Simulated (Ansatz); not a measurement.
**SeO2 (selenium dioxide): wB97X/def2-TZVPP**

Aim: the vertical singlet–triplet gap of SeO2 (selenium dioxide) at wB97X/def2-TZVPP, from 2 runs. 

The results are computed with Ansatz 0.2.0.

22 further runs of the same task are left out: 22 set aside as unsound or not needed.

## (1) The system as given

SeO2 has 3 atoms, charge 0, and is taken as a singlet. As SMILES, `O=[Se]=O`. The shape is that of a PBE0-D4/def2-TZVP optimisation.

Bond lengths: O1–Se2 1.599 Å, Se2–O3 1.599 Å. Angles: O1–Se2–O3 113.8°.

## (2) The energy at wB97X/def2-TZVPP

File job.yaml:

```yaml
crystal:
  periodic: [false, false, false]
  atoms:
    - {symbol: O, position_ang: [0.450000, -1.291360, 0.094840]}
    - {symbol: Se, position_ang: [-0.515880, -0.067700, -0.261270]}
    - {symbol: O, position_ang: [0.065880, 1.359070, 0.166440]}
basis:
  gaussian: {orbitals: def2-TZVPP}
hamiltonian: {xc: {name: wB97X}}
accuracy: high
output: {orbitals: {seedname: orbitals}}
```

Command:

```bash
ansatz run job.yaml --threads 1 --pin off --max-ram 3480MiB --events-out events.jsonl --progress --plain --runs-dir runs
```

What it wrote:

```text
Warning: RAYON_NUM_THREADS=1 ignored (pool sized by the plan → 1); use --threads N
Functional definition: wB97X
  name "wB97X"
  parameter omega = 0.3/bohr
  parameter cx = 0.157706
  parameter cx1 = 0.726479
  parameter cx2 = 1.04760
  parameter cx3 = -5.70635
  parameter cx4 = 13.2794
  parameter css1 = -4.33879
  parameter css2 = 18.2308
  parameter css3 = -31.7430
  parameter css4 = 17.2901
  parameter cos1 = 2.37031
  parameter cos2 = -11.3995
  parameter cos3 = 6.58405
  parameter cos4 = -3.78132
  exchange = spin_sum(e_x_unif_sr(omega)*poly(b97_u_x, 1 - cx, cx1, cx2, cx3, cx4)) + cx*exact_x_sr(omega)
      + exact_x_lr(omega)
  correlation = spin_sum(e_c_pw_same_spin*poly(b97_u_same, 1, css1, css2, css3, css4))
      + integral(e_c_pw_opposite_spin*poly(b97_u_opposite, 1, cos1, cos2, cos3, cos4))
1653 factors; integrals over basis functions are off by at most 4.3e-9 eV
248 factors; integrals over basis functions are off by at most 1.3e-9 eV
mean field evaluation 1: about -69434.3286 eV, gradient 7.2e1 eV
mean field evaluation 2: about -69423.5892 eV, gradient 1.1e2 eV
mean field evaluation 4: about -69443.1433 eV, gradient 1.3e0 eV
mean field evaluation 8: about -69443.2280 eV, gradient 8.9e-2 eV
mean field evaluation 16: about -69443.2280 eV, gradient 1.0e-5 eV
mean field -69443.22803576 eV, -2551.9915600037 hartree, gradient 3.6e-8 eV, S^2 0.000000; 0 other end points of the search recorded, 0 dependent functions left out
reference -69443.22803378 eV, -2551.9915599310 hartree; 25, 25 occupied and 85, 85 virtual orbitals, 1653 factors
Total energy: -69443.22803378 eV, -2551.9915599310 hartree
```

Wall time 21 s (1 thread of Arm Neoverse V1, shared host); peak memory 0.43 GiB.

## (3) The triplet, same level

File run.yaml:

```yaml
crystal:
  periodic: [false, false, false]
  atoms:
    - {symbol: O, position_ang: [0.450000, -1.291360, 0.094840]}
    - {symbol: Se, position_ang: [-0.515880, -0.067700, -0.261270]}
    - {symbol: O, position_ang: [0.065880, 1.359070, 0.166440]}
basis:
  gaussian:
    orbitals: def2-TZVPP
output: {orbitals: {seedname: orbitals}}
magnetization:
  spin_polarized: true
  initial_magnetization: 2
accuracy: high
hamiltonian:
  xc: {name: wB97X}
```

Command:

```bash
ansatz run run.yaml --threads 1 --pin off --max-ram 3480MiB --events-out events.jsonl --progress --plain --runs-dir runs
```

What it wrote, cut to the lines that bear on the results:

```text
Warning: RAYON_NUM_THREADS=1 ignored (pool sized by the plan → 1); use --threads N
[... 2 set-up lines as earlier in the session ...]
[...]
      + exact_x_lr(omega)
[...]
      + integral(e_c_pw_opposite_spin*poly(b97_u_opposite, 1, cos1, cos2, cos3, cos4))
1653 factors; integrals over basis functions are off by at most 4.3e-9 eV
248 factors; integrals over basis functions are off by at most 1.3e-9 eV
[...]
mean field -69440.80540206 eV, -2551.9025298573 hartree, gradient 2.9e-8 eV, S^2 2.027963; 3 other end points of the search recorded, 0 dependent functions left out
reference -69440.80540038 eV, -2551.9025297954 hartree; 26, 24 occupied and 84, 86 virtual orbitals, 1653 factors
Total energy: -69440.80540038 eV, -2551.9025297954 hartree
```

It took 2.2 min on 1 thread of Arm Neoverse V1, shared host; peak memory 0.72 GiB.

## (4) Results

Level: wB97X/def2-TZVPP.

```
                                        quantity           value
                           singlet: total energy  -2551.99156 Eh
                            singlet: HOMO energy       -11.55 eV
                            singlet: LUMO energy        -1.86 eV
                          singlet: HOMO–LUMO gap         9.69 eV
                           triplet: total energy  -2551.90253 Eh
     triplet: HOMO energy (highest over α and β)        -9.08 eV
      triplet: LUMO energy (lowest over α and β)        -4.24 eV
                                   triplet: ⟨S²⟩           2.028
vertical energy of the triplet above the singlet        2.423 eV
```

At this shape the triplet lies 2.42 eV (234 kJ/mol) above the singlet.
